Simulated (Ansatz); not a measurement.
# C₆H₁₅B: vertical ionisation energy

An exercise on one series of results from a longer session: the logs are not shown, and one member is left open.

Program: Ansatz 0.2.0, Gaussian basis. Level of theory: unrestricted cation, the program's frozen cores in correlated methods. These are calculated values, not measurements.

The runs, in order: UKS PBE-D4/def2-TZVPP; UKS r2SCAN-D4/def2-TZVPP; UKS PBE0-D4/def2-TZVPP; UKS B3LYP-D4/def2-TZVPP; UKS wB97X-V/def2-TZVPP; UKS wB97M-V/def2-TZVPP; UKS B2PLYP/def2-TZVPP; UHF-MP2/def2-TZVPP; UHF-MP2/def2-QZVPP; then −ε(HOMO) from the neutral's earlier runs with LDA (SPW92), PBE-D4, revPBE-D4, BLYP-D4, r2SCAN-D4, B97M-V, PBE0-D4, B3LYP-D4, r2SCANh-D4, r2SCAN0-D4, HSE06-D4, BHLYP-D4, CAM-B3LYP-D4, LC-ωPBE, ωB97X-V, ωB97M-V.

1 further run of the same task is left out (it didn't finish). Runs told in other sessions of the task aren't counted.

### The geometry

The geometry comes from an earlier relaxation with PBE0-D4 in a triple-zeta def2 set; it is a stationary point, not always the lowest conformer.

SMILES `CCB(CC)CC`, 22 atoms, charge 0, spin multiplicity 1.

Atoms are counted from 1 here; the program's logs count them from 0.

Bond lengths: C1–C2 1.522 Å, C1–H8 1.093 Å, C1–H9 1.093 Å, C1–H10 1.093 Å, C2–B3 1.571 Å, C2–H11 1.103 Å, C2–H12 1.099 Å, B3–C4 1.573 Å, B3–C6 1.572 Å, C4–C5 1.537 Å, C4–H13 1.095 Å, C4–H14 1.096 Å, C5–H15 1.093 Å, C5–H16 1.094 Å, C5–H17 1.094 Å, C6–C7 1.539 Å, C6–H18 1.095 Å, C6–H19 1.095 Å and more. Angles: C2–C1–H8 111.5°, C2–C1–H9 112.1°, C2–C1–H10 111.3°, H8–C1–H9 107.4°, H8–C1–H10 107.0°, H9–C1–H10 107.3°, C1–C2–B3 118.9°, C1–C2–H11 109.9°, C1–C2–H12 110.7°, B3–C2–H11 104.2°, B3–C2–H12 108.8°, H11–C2–H12 102.9°, C2–B3–C4 118.8°, C2–B3–C6 121.9°, C4–B3–C6 119.2°, B3–C4–C5 108.0°, B3–C4–H13 112.5°, B3–C4–H14 111.4° and more.

The first run:

The input, in.yaml:

```yaml
crystal:
  periodic: [false, false, false]
  atoms:
    - {symbol: C, position_ang: [2.160456, 0.234704, 1.280789]}
    - {symbol: C, position_ang: [1.187497, -0.754628, 0.655189]}
    - {symbol: B, position_ang: [-0.106659, -0.205685, -0.045699]}
    - {symbol: C, position_ang: [-1.261501, -1.213693, -0.400453]}
    - {symbol: C, position_ang: [-2.311642, -1.145566, 0.719732]}
    - {symbol: C, position_ang: [-0.258258, 1.307071, -0.444686]}
    - {symbol: C, position_ang: [0.431372, 1.496926, -1.806808]}
    - {symbol: H, position_ang: [2.509870, 0.969940, 0.551179]}
    - {symbol: H, position_ang: [3.043282, -0.260962, 1.692744]}
    - {symbol: H, position_ang: [1.690040, 0.791863, 2.095509]}
    - {symbol: H, position_ang: [1.696436, -1.336327, -0.132247]}
    - {symbol: H, position_ang: [0.897007, -1.526135, 1.381491]}
    - {symbol: H, position_ang: [-0.904579, -2.245339, -0.490529]}
    - {symbol: H, position_ang: [-1.745668, -0.950002, -1.348020]}
    - {symbol: H, position_ang: [-3.149441, -1.818630, 0.522658]}
    - {symbol: H, position_ang: [-2.719269, -0.136465, 0.826200]}
    - {symbol: H, position_ang: [-1.885463, -1.429716, 1.686225]}
    - {symbol: H, position_ang: [-1.309232, 1.600496, -0.540156]}
    - {symbol: H, position_ang: [0.205850, 1.982738, 0.280881]}
    - {symbol: H, position_ang: [-0.011632, 0.854522, -2.573141]}
    - {symbol: H, position_ang: [1.496761, 1.256182, -1.755407]}
    - {symbol: H, position_ang: [0.344785, 2.528727, -2.155472]}
basis:
  gaussian: {orbitals: def2-TZVPP}
total_charge: 1
magnetization: {spin_polarized: true, initial_magnetization: 1}
hamiltonian: {xc: pbe, dispersion: d4}
```

On the command line:

```sh
$ ansatz run in.yaml --threads 2 --pin off --events-out ev --progress --plain --max-ram 22528MiB --backend cuda --devices 0, --max-vram 18GiB
```

Among the steps run: Cation, UKS PBE-D4/def2-TZVPP; Cation, UKS r2SCAN-D4/def2-TZVPP; Cation, UKS PBE0-D4/def2-TZVPP; Cation, UKS B3LYP-D4/def2-TZVPP; Cation, UKS wB97X-V/def2-TZVPP; Cation, UKS wB97M-V/def2-TZVPP; Cation, UKS B2PLYP (frozen core)/def2-TZVPP; Cation, UHF-MP2/def2-TZVPP; Cation, UHF-MP2/def2-QZVPP.

One of the session's tables, all rows but one given; the rest of the session is left out.

For comparison, −ε(HOMO) of the neutral from earlier runs:

```
  functional  −ε(HOMO) (eV)
 LDA (SPW92)           6.60
      PBE-D4           6.52
   revPBE-D4           6.48
     BLYP-D4           6.45
   r2SCAN-D4           6.78
      B97M-V           6.90
     PBE0-D4           7.86
    B3LYP-D4           7.68
  r2SCANh-D4           7.27
  r2SCAN0-D4              ?
    HSE06-D4           7.45
    BHLYP-D4           9.17
CAM-B3LYP-D4           9.29
     LC-ωPBE          10.61
     ωB97X-V          10.28
     ωB97M-V          10.16
```

**Question.** Estimate the row for r2SCAN0-D4.

Worked estimate for «−ε(HOMO) (eV)». Against the share of exact exchange, r2SCAN-D4 (0, 6.78), r2SCANh-D4 (0.1, 7.27) give a slope of 4.90 per unit share; at 0.25 the line stands at 8.00.

The run gave: −ε(HOMO) (eV): 8.02. In «−ε(HOMO) (eV)» the line misses by -0.02.
